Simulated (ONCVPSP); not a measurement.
**Ga: generating and testing an ONCV potential**

Do these settings give a usable potential? It is generated, then checked for transferability, scattering, ghosts and hardness.

The numbers are computed with ONCVPSP 4.0.1 (PBE, scalar-relativistic, spin-unpolarised reference atom).

## Step 1: The design

The settings as typed:

| Item | Value |
| --- | --- |
| element | gallium (Ga, Z = 31) |
| type | optimised norm-conserving Vanderbilt (ONCV) |
| frozen core | [Ar] |
| valence charge | 13 |
| reference configuration | 3d10 4s2 4p1 |
| partial waves | 4s: rc 1.95 bohr, ncon 3, nbas 6, qcut 2.8 1/bohr, 2 projectors, debl 0.7 Ha; 4p: rc 2.65 bohr, ncon 4, nbas 7, qcut 3.2 1/bohr, 2 projectors, debl 1.7 Ha; 3d: rc 0.80 bohr, ncon 4, nbas 9, qcut 18 1/bohr, 2 projectors, debl 0.4 Ha |
| local potential | polynomial inside 0.55 bohr (lpopt 5, dvloc0 0 Ha) |
| core correction | not asked for |

An earlier all-electron run gives the scale for the radii.

All-electron outer shells of the reference configuration (PBE, scalar-relativistic, ld1.x):

```json
{"shell": "3s", "level (eV)": "-148.13", "outermost node (bohr)": "0.27", "outermost maximum (bohr)": "0.56"}
{"shell": "3p", "level (eV)": "-98.86", "outermost node (bohr)": "0.24", "outermost maximum (bohr)": "0.56"}
{"shell": "3d", "level (eV)": "-19.15", "outermost node (bohr)": "–", "outermost maximum (bohr)": "0.53"}
{"shell": "4s", "level (eV)": "-8.95", "outermost node (bohr)": "0.81", "outermost maximum (bohr)": "1.90"}
{"shell": "4p", "level (eV)": "-2.58", "outermost node (bohr)": "0.87", "outermost maximum (bohr)": "2.53"}
```

## Step 2: The generation run

File Ga.dat:

```
# ATOM AND REFERENCE CONFIGURATION
# atsym  z   nc   nv     iexc    psfile
  Ga 31.00    5    3        4      upf
#
#   n    l    f
    1    0    2.00
    2    0    2.00
    2    1    6.00
    3    0    2.00
    3    1    6.00
    3    2   10.00
    4    0    2.00
    4    1    1.00
#
# PSEUDOPOTENTIAL AND OPTIMIZATION
# lmax
    2
#
#   l,   rc,      ep,       ncon, nbas, qcut
    0    1.95    0.00    3    6    2.80
    1    2.65    0.00    4    7    3.20
    2    0.80    0.00    4    9   18.00
#
# LOCAL POTENTIAL
# lloc, lpopt,  rc(5),   dvloc0
    4    5    0.55    0.00
#
# VANDERBILT-KLEINMAN-BYLANDER PROJECTORs
# l, nproj, debl
    0    2    0.70
    1    2    1.70
    2    2    0.40
#
# MODEL CORE CHARGE
# icmod, fcfact, rcfact
    0    0.00    0.00
#
# LOG DERIVATIVE ANALYSIS
# epsh1, epsh2, depsh
   -2.00    5.00    0.02
#
# OUTPUT GRID
# rlmax, drl
    6.00    0.01
#
# TEST CONFIGURATIONS
# ncnf
    4
# nvcnf
#   n    l    f
    3
    3    2   10.00
    4    0    2.00
    4    1    0.00
#
    3
    3    2   10.00
    4    0    1.00
    4    1    0.00
#
    3
    3    2   10.00
    4    0    0.00
    4    1    0.00
#
    3
    3    2    9.00
    4    0    2.00
    4    1    1.00
#
```

Launch:

```sh
oncvpsp.x < Ga.dat > Ga.out
```

What does the calculation give? Wanted: cutoffs for 1 and 0.1 mHa per electron, occupied waves; bound ghosts; GHOST(+) flags; largest test error; largest phase difference near zero energy, channels read; projector energies reset by the program.

**Answer**, as computed:

```
                                                quantity                                        value
  cutoffs for 1 and 0.1 mHa per electron, occupied waves                            137 Ha and 152 Ha
                                            bound ghosts              s at -398.58 eV, p at -87.75 eV
                                          GHOST(+) flags                                  s at 139 eV
                            largest test error (AE − PS)  -147 meV, for 3d9 4s2 4p1 (1 test unsolved)
largest phase difference near zero energy, channels read                                    0.000 rad
                 projector energies reset by the program                          d: -0.704, 0.250 Ha
```

What this shows: A bound ghost (s, p) makes it unfit for use: electrons would fall into a state below the valence levels of that channel. By total energies transferability is poor: the largest error is 147 meV on 27.7 eV, for 3d9 4s2 4p1. Of the tests 1 gave no usable result, which is a warning in itself. The potential is very hard: the looser tolerance needs 137 Ha. The 3d wave sets it; 4s needs 18 Ha. Near zero energy the phases of the channels with partial waves agree within 0.001 rad. The program also flags highly localised states, GHOST(+) (s). These are tests on the free atom; a crystal test is still owed.
